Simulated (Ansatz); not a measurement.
# CH₄O₂Si: up Jacob's ladder to CCSD(T)

Aim: compute CH₄O₂Si with functionals from several rungs and with coupled cluster, and see how far each lands from CCSD(T) at the basis-set limit for the atomisation energy.

Method: functionals in def2-TZVPP, the program's frozen cores in correlated methods; program: Ansatz 0.2.0, Gaussian basis.

The runs, in order: LDA (SPW92), PBE-D4, revPBE-D4, BLYP-D4, r2SCAN-D4, B97M-V, PBE0-D4, B3LYP-D4, r2SCANh-D4, r2SCAN0-D4, HSE06-D4, BHLYP-D4, CAM-B3LYP-D4, LC-ωPBE, ωB97X-V, ωB97M-V, B2PLYP, PBE-QIDH; CCSD(T)/def2-SVP; CCSD(T)/def2-TZVPP; MP2/def2-QZVPP; extrapolation to the limit; RPA on PBE.

**1. The relaxed structure**

All runs share one geometry, relaxed beforehand with PBE0-D4 in a triple-zeta def2 set.

SMILES `O=CO[SiH3]`, 8 atoms, charge 0, spin multiplicity 1.

Atoms are counted from 1 here; the program's logs count them from 0.

Bond lengths: O1–C2 1.198 Å, C2–O3 1.330 Å, C2–H5 1.099 Å, O3–Si4 1.698 Å, Si4–H6 1.479 Å, Si4–H7 1.479 Å, Si4–H8 1.479 Å. Angles: O1–C2–O3 124.3°, O1–C2–H5 124.4°, O3–C2–H5 111.4°, C2–O3–Si4 117.6°, O3–Si4–H6 102.8°, O3–Si4–H7 110.2°, O3–Si4–H8 110.2°, H6–Si4–H7 110.9°, H6–Si4–H8 110.9°, H7–Si4–H8 111.7°.

**2. LDA**

This LDA is Slater exchange with PW92 correlation.

in.yaml reads:

```yaml
crystal:
  periodic: [false, false, false]
  atoms:
    - {symbol: O, position_ang: [1.337047, -0.236372, 1.278216]}
    - {symbol: C, position_ang: [1.440633, 0.308581, 0.216820]}
    - {symbol: O, position_ang: [0.447523, 0.437913, -0.658683]}
    - {symbol: Si, position_ang: [-1.063326, -0.214129, -0.238184]}
    - {symbol: H, position_ang: [2.367431, 0.765393, -0.158201]}
    - {symbol: H, position_ang: [-1.898063, 0.108479, -1.415721]}
    - {symbol: H, position_ang: [-0.953771, -1.677537, -0.055332]}
    - {symbol: H, position_ang: [-1.585276, 0.450570, 0.975384]}
basis:
  gaussian: {orbitals: def2-TZVPP}
hamiltonian: {xc: lda}
output: {orbitals: {seedname: orbitals}}
```

On the command line:

```
$ ansatz run in.yaml --threads 2 --pin off --events-out ev --progress --plain --max-ram 4352MiB
```

After this run come: PBE-D4 (GGA); revPBE-D4 (GGA); BLYP-D4 (GGA); r2SCAN-D4 (meta-GGA); B97M-V (meta-GGA); PBE0-D4 (hybrid); B3LYP-D4 (hybrid); r2SCANh-D4 (hybrid); r2SCAN0-D4 (hybrid); HSE06-D4 (hybrid); BHLYP-D4 (hybrid); CAM-B3LYP-D4 (range-separated); LC-ωPBE (range-separated); ωB97X-V (range-separated); ωB97M-V (range-separated); B2PLYP (double hybrid); PBE-QIDH (double hybrid); CCSD(T) in def2-SVP; CCSD(T) in def2-TZVPP; MP2 in def2-QZVPP; RPA on PBE orbitals.

Q: Predict the results of all the runs planned. Wanted: atomisation energy, CCSD(T)/CBS; farthest beyond LDA; mean size of error, GGA; mean size of error, meta-GGA; mean size of error, hybrid; mean size of error, range-separated; mean size of error, double hybrid; gap, smallest and largest; T1 diagnostic.

As calculated:

| quantity | value |
| --- | --- |
| atomisation energy, CCSD(T)/CBS | 31.691 eV |
| functionals within 0.158 eV (0.5 %) | BLYP-D4, r2SCAN-D4, B97M-V, B3LYP-D4, CAM-B3LYP-D4, ωB97X-V, ωB97M-V |
| farthest beyond LDA | BHLYP-D4 (-1.325 eV) |
| mean size of error, GGA | 0.317 eV |
| mean size of error, meta-GGA | 0.036 eV |
| mean size of error, hybrid | 0.493 eV |
| mean size of error, range-separated | 0.122 eV |
| mean size of error, double hybrid | 0.401 eV |
| gap, smallest and largest | 5.32 eV (LDA (SPW92)), 13.58 eV (LC-ωPBE) |
| T1 diagnostic | 0.0157 |
| triples share of the correlation energy | 3.8 % |

In words: LDA overbinds by 4.874 eV (15 %). PBE-D4 is off by +0.598 eV. Double hybrids carry the basis error of their MP2 part in triple zeta, and no dispersion term here, so their miss is partly the set-up's. The rungs meta-GGA, range-separated miss on average by less than the doubt on the reference (0.158 eV), so they tie. Misses under about 0.158 eV are within the doubt on the reference itself, which lacks core-valence correlation, relativity and higher excitations. Hartree-Fock recovers 70 % of the binding; the rest is correlation. CCSD(T) in def2-SVP is off by -1.923 eV, which most functionals beat. Orbital gaps span 5.3 to 13.6 eV; exact exchange widens them.
